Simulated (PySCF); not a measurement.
# C3H8GeO: the cost of one run

The runs use PySCF 2.14.0, with density-fitted response routines of our own; the level of theory stands in each step. All values are computed, except where a source is named. Atoms count from 0, in the outputs and in this text.

### Step 1. Starting geometry

13 atoms, charge 0, multiplicity 1; geometry from: PBE0-D3(BJ)/def2-SVP.

Bonds of the start (Å): C0–C1 1.52, C1–C2 1.51, C2–O3 1.20, C2–Ge4 2.02, C0–H5 1.10, C0–H6 1.10, C0–H7 1.10, C1–H8 1.10, C1–H9 1.11, Ge4–H10 1.54, Ge4–H11 1.53, Ge4–H12 1.54.

### Step 2. Core-electron binding energies: SCAN, X2C

What the job is given:

```
{"job": {"kind": "xps"}, "charge": 0, "multiplicity": 1}
C      1.497509     0.723072     0.340969
C      0.894608    -0.324554    -0.585622
C     -0.313110     0.168682    -1.348096
O     -0.424352     0.050933    -2.541974
Ge    -1.813245     1.082482    -0.354726
H      2.364791     0.313578     0.878387
H      1.837868     1.606188    -0.220907
H      0.776120     1.064696     1.100440
H      1.623397    -0.687860    -1.327420
H      0.559562    -1.197468     0.004822
H     -1.552444     2.600092    -0.366151
H     -3.111023     0.779307    -1.115303
H     -1.932428     0.617826     1.111475
```

With the program's defaults for keys left out, this is: delta-SCF UKS SCAN, pcX-2 on the ionised atom, pcseg-1 elsewhere, spin-free X2C.

Command:

```bash
$ OMP_NUM_THREADS=1 python probes_run.py task.json out
```

The driver reads the jobs from task.json and runs them one after another.

Q: Estimate the wall time and peak memory of this first job on 1 thread of Arm Neoverse V1, shared host.

About 33 s, with a peak of 0.55 GiB.
